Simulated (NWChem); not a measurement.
# One shape, several levels: AlNH4O2 (SMILES [NH2][Al]([OH])[OH])

We compute a comparison of 6 runs (B3LYP/6-31G*, B3LYP/6-311+G**, M06-2X/6-311+G**, PBE0/6-311+G**, SVWN5/6-311+G**, MP2/6-311+G**) of AlNH4O2. 

Program for the calculation: NWChem 7.3.0.

3 further runs of the same task are left out: 3 set aside as unsound or not needed. Runs told in other sessions of the task aren't counted.

### 1 The structure to begin with

AlNH4O2 has 8 atoms, charge 0, and is taken as a singlet. SMILES: `[NH2][Al]([OH])[OH]`. One bond was lengthened or shortened from a relaxed shape.

Bond lengths: N1–Al2 1.760 Å, Al2–O3 2.203 Å, Al2–O4 1.692 Å, N1–H5 1.005 Å, N1–H6 1.006 Å, O3–H7 0.954 Å, O4–H8 0.955 Å. Angles: N1–Al2–O3 123.6°, N1–Al2–O4 117.6°, O3–Al2–O4 118.8°, Al2–N1–H5 126.0°, Al2–N1–H6 123.5°, Al2–O3–H7 124.8°, Al2–O4–H8 122.2°, H5–N1–H6 110.5°.

### 2 The energy at B3LYP/6-31G(d) (spherical functions) (run 1)

File input.nw:

```
start input
title "AlH4NO2"
memory stack 880 mb heap 220 mb global 1100 mb

geometry noautosym nocenter noautoz
 N    -0.917641    1.518437    0.304707
 Al   -0.442341   -0.166763    0.130507
 O     1.569400   -0.806100   -0.500900
 O    -1.604341   -1.348563    0.469907
 H    -0.331441    2.317537    0.136707
 H    -1.836841    1.809537    0.593407
 H     2.287000   -0.213800   -0.712700
 H    -1.417041   -2.282263    0.396907
end

basis spherical bse
 * library 6-31G*
end

dft
 xc b3lyp
 grid xfine
 convergence energy 1e-08
 maxiter 100
 mulliken
end

task dft energy
```

Started as:

```
$ nwchem input.nw > input.out
```

Output:

```text
[...]
          Wavefunction type:  closed shell.
          No. of atoms     :     8
          No. of electrons :    40
[...]
          Charge           :     0
          Spin multiplicity:     1
[...]
          AO basis - number of functions:    68
[...]
              XC Information
              --------------
                         B3LYP Method XC Potential
                     Hartree-Fock (Exact) Exchange  0.200
                        Slater Exchange Functional  0.800 local
                    Becke 1988 Exchange Functional  0.720 non-local
              Lee-Yang-Parr Correlation Functional  0.810
                  VWN I RPA Correlation Functional  0.190 local
[...]
 d= 0,ls=0.0,diis     1   -449.9614076078 -6.00D+02  2.67D-02  1.22D+00     1.6
[...]
 d= 0,ls=0.0,diis    11   -450.1018784761 -3.78D-09  4.67D-07  1.55D-09    13.5
         Total DFT energy =     -450.101878476106
      One electron energy =     -921.195549989053
           Coulomb energy =      365.245615005769
    Exchange-Corr. energy =      -44.369130555629
 Nuclear repulsion energy =      150.217187062807
[...]
      Total Density - Mulliken Population Analysis
     ---------------------------------------------
    Atom       Charge   Shell Charges
 -----------   ------   -------------------------------------------------------
    1 N    7     7.88   2.00  0.76  2.54  0.82  1.75  0.01
    2 Al  13    12.04   2.00  2.00  5.97  0.60  0.92  0.06  0.23  0.26
    3 O    8     8.82   2.00  0.90  2.85  1.00  2.06  0.01
    4 O    8     8.75   2.00  0.89  2.94  0.95  1.96  0.02
    5 H    1     0.66   0.50  0.16
    6 H    1     0.66   0.50  0.16
    7 H    1     0.61   0.48  0.13
    8 H    1     0.57   0.47  0.10
[...]
```

Run time: 14 s. Hardware: 1 thread of AMD EPYC 9R45 (Zen 5), shared host; peak memory 0.14 GiB.

### 3 A single-point energy at B3LYP/6-311+G(d,p) (run 2)

File run.py:

```python
from ase import Atoms
from ase.calculators.nwchem import NWChem

mol = Atoms(['N', 'Al', 'O', 'O', 'H', 'H', 'H', 'H'], positions=[
    [-0.917641, 1.518437, 0.304707],
    [-0.442341, -0.166763, 0.130507],
    [1.569400, -0.806100, -0.500900],
    [-1.604341, -1.348563, 0.469907],
    [-0.331441, 2.317537, 0.136707],
    [-1.836841, 1.809537, 0.593407],
    [2.287000, -0.213800, -0.712700],
    [-1.417041, -2.282263, 0.396907],
])

calc = NWChem(
    label='test',
    theory='dft',
    memory='2200 mb',
    basis='6-311+G**',
    basispar='spherical bse',
    dft={'xc': 'b3lyp', 'mult': '1', 'grid': 'fine', 'convergence': 'energy 1e-08', 'iterations': '100', 'mulliken': None},
    task='energy',
)
mol.calc = calc

e = mol.get_potential_energy()
print(f"E = {e:.6f} eV")
print("dipole (e A):", mol.get_dipole_moment().round(4))
```

Started as:

```
$ export ASE_NWCHEM_COMMAND="nwchem PREFIX.nwi > PREFIX.nwo"
$ python run.py
```

Output:

```text
E = -12251.619268 eV
dipole (e A): [-0.2047  0.4002  0.0698]
```

The calculator wrote test.nwi:

```
title "test"

permanent_dir test

scratch_dir test

start test

geometry units angstrom nocenter noautosym noautoz
  N  -9.1764100000000004e-01 1.5184370000000000e+00 3.0470700000000001e-01
  Al -4.4234099999999998e-01 -1.6676299999999999e-01 1.3050700000000001e-01
  O  1.5693999999999999e+00 -8.0610000000000004e-01 -5.0090000000000001e-01
  O  -1.6043410000000000e+00 -1.3485630000000000e+00 4.6990700000000002e-01
  H  -3.3144099999999999e-01 2.3175370000000002e+00 1.3670700000000000e-01
  H  -1.8368409999999999e+00 1.8095370000000000e+00 5.9340700000000002e-01
  H  2.2869999999999999e+00 -2.1379999999999999e-01 -7.1270000000000000e-01
  H  -1.4170410000000000e+00 -2.2822629999999999e+00 3.9690700000000001e-01
end

memory 2200 mb

basis spherical bse noprint
   * library 6-311+G**
end

dft
  xc b3lyp
  mult 1
  grid fine
  convergence energy 1e-08
  iterations 100
  mulliken
end

task dft energy
```

test.nwo:

```text
Northwest Computational Chemistry Package (NWChem) 7.3.0
             --------------------------------------------------------

           Job information
           ---------------

    nwchem branch   = 7.3.0
    use scalapack   = T
    input           = test.nwi
    prefix          = test.
    data base       = test/test.db
    status          = startup
    nproc           =        1

           Memory information
           ------------------

    heap     =     72089600 doubles =      550.0 Mbytes
    stack    =     72089597 doubles =      550.0 Mbytes
    global   =    144179200 doubles =     1100.0 Mbytes (distinct from heap & stack)
    total    =    288358397 doubles =     2200.0 Mbytes
    verify   = yes
    hardfail = no

[... 99 lines left out ...]
  convergence criterion.
[... 18 lines left out ...]
          Convergence on density requested:  1.00D-05
[... 26 lines left out ...]
          Convergence Information
[... 58 lines left out ...]
   convergence    iter        energy       DeltaE   RMS-Dens  Diis-err    time
[... 17 lines left out ...]
           Coulomb energy =      364.829160727458
[... 7 lines left out ...]
                       DFT Final Molecular Orbital Analysis
[... 871 lines left out ...]
 center of mass
 --------------
 x =  -0.65404668 y =  -0.39403033 z =   0.18920262

 moments of inertia (a.u.)
 ------------------
         331.239326631379          35.943334287129         109.954870998605
          35.943334287129         388.513309710696         -15.940642813615
         109.954870998605         -15.940642813615         651.351241091675

     Multipole analysis of the density
     ---------------------------------

     L   x y z        total         alpha         beta         nuclear
     -   - - -        -----         -----         ----         -------
     0   0 0 0     -0.000000    -20.000000    -20.000000     40.000000

     1   1 0 0     -0.386759     12.800160     12.800160    -25.987079
[... 8 lines of this table left out ...]
     2   0 0 2    -23.235798    -21.762124    -21.762124     20.288451

 Task  times  cpu:       18.0s     wall:       18.0s
 Total times  cpu:       18.0s     wall:       18.0s
```

Wall time 19 s (1 thread of AMD EPYC 9R45 (Zen 5), shared host); peak memory 0.12 GiB.

Run 3 isn't shown in full; the table further down has it.

### 4 A single-point energy at PBE0/6-311+G(d,p) (run 4)

File alh4no2.xyz:

```xyz
8
AlH4NO2 PBE0
N     -0.917641     1.518437     0.304707
Al    -0.442341    -0.166763     0.130507
O      1.569400    -0.806100    -0.500900
O     -1.604341    -1.348563     0.469907
H     -0.331441     2.317537     0.136707
H     -1.836841     1.809537     0.593407
H      2.287000    -0.213800    -0.712700
H     -1.417041    -2.282263     0.396907
```

File alh4no2.nw:

```
echo
start alh4no2
title "AlH4NO2 PBE0"
memory stack 880 mb heap 220 mb global 1100 mb

geometry units angstroms noautosym nocenter noautoz
load alh4no2.xyz
end

basis "ao basis" spherical bse
* library 6-311+G**
end

dft
xc pbe0
mult 1
grid fine
convergence energy 1e-08
iterations 100
mulliken
end

task dft energy
```

Started as:

```
$ nwchem alh4no2.nw > alh4no2.out
```

Output:

```text
[...]
          Wavefunction type:  closed shell.
          No. of atoms     :     8
          No. of electrons :    40
[...]
          Charge           :     0
          Spin multiplicity:     1
[...]
          AO basis - number of functions:   120
[...]
              XC Information
              --------------
                         PBE0 Method XC Functional
                     Hartree-Fock (Exact) Exchange  0.250
          PerdewBurkeErnzerhof Exchange Functional  0.750
            Perdew 1991 LDA Correlation Functional  1.000 local
           PerdewBurkeErnz. Correlation Functional  1.000 non-local
[...]
 d= 0,ls=0.0,diis     1   -449.7142539667 -6.00D+02  1.88D-02  1.51D+00     2.0
[...]
 d= 0,ls=0.0,diis    11   -449.8654888678 -1.25D-09  3.68D-07  4.87D-09    17.2
         Total DFT energy =     -449.865488867821
      One electron energy =     -920.879311727598
           Coulomb energy =      364.766478416306
    Exchange-Corr. energy =      -43.969842619336
 Nuclear repulsion energy =      150.217187062807
[...]
      Total Density - Mulliken Population Analysis
     ---------------------------------------------
    Atom       Charge   Shell Charges
 -----------   ------   -------------------------------------------------------
    1 N    7     7.89   1.10  0.90  0.79  0.83  1.82  0.71  1.55 -0.05  0.24  0.01
    2 Al  13    11.91   0.79  1.18  0.97  1.02  0.61  0.01  2.13  3.78  0.57  0.36  0.03 -0.11  0.30  0.27
    3 O    8     8.74   1.08  0.91  0.94  0.99  1.99  0.89  1.76 -0.07  0.23  0.01
    4 O    8     8.55   1.08  0.91  0.97  0.98  2.08  0.85  1.69 -0.14  0.12  0.01
    5 H    1     0.72   0.27  0.40  0.01  0.05
    6 H    1     0.72   0.27  0.39  0.02  0.05
    7 H    1     0.75   0.27  0.35  0.05  0.07
    8 H    1     0.72   0.27  0.34  0.05  0.07
[...]
```

Run time: 18 s. Hardware: 1 thread of AMD EPYC 9R45 (Zen 5), shared host; peak memory 0.12 GiB.

Run 5 isn't shown in full; the table further down has it.

### 5 The energy at MP2/6-311+G(d,p) (run 6)

File run.py:

```python
from ase import Atoms
from ase.calculators.nwchem import NWChem

molecule = Atoms(['N', 'Al', 'O', 'O', 'H', 'H', 'H', 'H'], positions=[
    [-0.917641, 1.518437, 0.304707],
    [-0.442341, -0.166763, 0.130507],
    [1.569400, -0.806100, -0.500900],
    [-1.604341, -1.348563, 0.469907],
    [-0.331441, 2.317537, 0.136707],
    [-1.836841, 1.809537, 0.593407],
    [2.287000, -0.213800, -0.712700],
    [-1.417041, -2.282263, 0.396907],
])

calc = NWChem(
    label='alh4no2',
    theory='mp2',
    memory='2200 mb',
    basis='6-311+G**',
    basispar='spherical bse',
    scf={'nopen': '0', 'rhf': None, 'thresh': '1e-08', 'maxiter': '80'},
    mp2={'freeze': 'core 8', 'tight': None},
    task='energy',
)
molecule.calc = calc

print(f"energy = {molecule.get_potential_energy():.6f} eV")
```

Started as:

```
$ export ASE_NWCHEM_COMMAND="nwchem PREFIX.nwi > PREFIX.nwo"
$ python run.py
```

Output:

```text
energy = -12224.906029 eV
```

The calculator wrote alh4no2.nwi:

```
title "alh4no2"

permanent_dir alh4no2

scratch_dir alh4no2

start alh4no2

geometry units angstrom nocenter noautosym noautoz
  N  -9.1764100000000004e-01 1.5184370000000000e+00 3.0470700000000001e-01
  Al -4.4234099999999998e-01 -1.6676299999999999e-01 1.3050700000000001e-01
  O  1.5693999999999999e+00 -8.0610000000000004e-01 -5.0090000000000001e-01
  O  -1.6043410000000000e+00 -1.3485630000000000e+00 4.6990700000000002e-01
  H  -3.3144099999999999e-01 2.3175370000000002e+00 1.3670700000000000e-01
  H  -1.8368409999999999e+00 1.8095370000000000e+00 5.9340700000000002e-01
  H  2.2869999999999999e+00 -2.1379999999999999e-01 -7.1270000000000000e-01
  H  -1.4170410000000000e+00 -2.2822629999999999e+00 3.9690700000000001e-01
end

memory 2200 mb

basis spherical bse noprint
   * library 6-311+G**
end

scf
  nopen 0
  rhf
  thresh 1e-08
  maxiter 80
end
mp2
  freeze core 8
  tight
end

task mp2 energy
```

alh4no2.nwo:

```text
Northwest Computational Chemistry Package (NWChem) 7.3.0
             --------------------------------------------------------

           Job information
           ---------------

    nwchem branch   = 7.3.0
    use scalapack   = T
    input           = alh4no2.nwi
    prefix          = alh4no2.
    data base       = alh4no2/alh4no2.db
    status          = startup
    nproc           =        1

           Memory information
           ------------------

    heap     =     72089600 doubles =      550.0 Mbytes
    stack    =     72089597 doubles =      550.0 Mbytes
    global   =    144179200 doubles =     1100.0 Mbytes (distinct from heap & stack)
    total    =    288358397 doubles =     2200.0 Mbytes
    verify   = yes
    hardfail = no

[... 130 lines left out ...]
 Convergence threshold     :          1.000E-08
[... 13 lines left out ...]
       Final RHF  results
[... 3 lines left out ...]
      One-electron energy =   -920.647648919785
[... 1 line left out ...]
 Nuclear repulsion energy =    150.217187062807
[... 38 lines left out ...]
                       ROHF Final Molecular Orbital Analysis
[... 355 lines left out ...]
          -------------------------------------------
          SCF energy                -448.586054498419
          Correlation energy          -0.670959392182
          Singlet pairs               -0.410025257607
          Triplet pairs               -0.260934134575
          Total MP2 energy          -449.257013890602
          -------------------------------------------

          ---------------------------------------------------
                    Spin Component Scaled (SCS) MP2
          Same spin pairs                     -0.173956089717
          Same spin scaling factor             0.333333333333
          Opposite spin pairs                 -0.497003302466
          Opposite spin scaling fact.          1.200000000000
          SCS-MP2 correlation energy          -0.654389326198
          Total SCS-MP2 energy              -449.240443824617
          ---------------------------------------------------

 -----------------------
 Task  times  cpu:       21.3s     wall:       21.3s
 Total times  cpu:       21.3s     wall:       21.3s
```

Run time: 22 s. Hardware: 1 thread of AMD EPYC 9R45 (Zen 5), shared host; peak memory 0.42 GiB.

### 6 Overview of the runs

```tsv
run	level	integration grid	iteration cap	energy (Eh)	dipole moment (D) of the reference	HOMO energy (eV)	LUMO energy (eV)	wall time
1	B3LYP/6-31G* (spherical functions)	xfine	100	-450.101878	1.92	-6.52	-1.03	14 s
2	B3LYP/6-311+G**	fine	100	-450.238707	2.19	-7.33	-1.71	19 s
3	M06-2X/6-311+G**	fine	100	-450.108441	2.24	–	–	20 s
4	PBE0/6-311+G**	fine	100	-449.865489	2.20	-7.58	-1.43	18 s
5	SVWN5/6-311+G**	fine	100	-447.630002	2.15	-6.16	-2.42	15 s
6	MP2/6-311+G**	–	80	-449.257014	–	-11.48	0.95	22 s
```

### 7 Summary of results

| quantity | value |
| --- | --- |
| run 6: total energy | -449.25701 Eh |
| run 6: HOMO energy (Hartree–Fock orbitals) | -11.48 eV |
| run 6: LUMO energy (Hartree–Fock orbitals) | 0.95 eV |
| run 6: HOMO–LUMO gap (Hartree–Fock orbitals) | 12.44 eV |
| run 6: correlation energy (8 core orbitals frozen) | -671.0 mEh |

What this shows: Over runs 1, 2, 3, 4, 5 the dipole moment (its size) runs from 1.92 D (B3LYP/6-31G*) to 2.24 D (M06-2X/6-311+G**). The two ends differ in method and basis. Over runs 1, 2, 4, 5 the HOMO–LUMO gap runs from 3.74 eV (SVWN5/6-311+G**) to 6.15 eV (PBE0/6-311+G**). Totals of different functionals can't be ranked against each other. All runs together took 1.8 min, the longest 22 s.
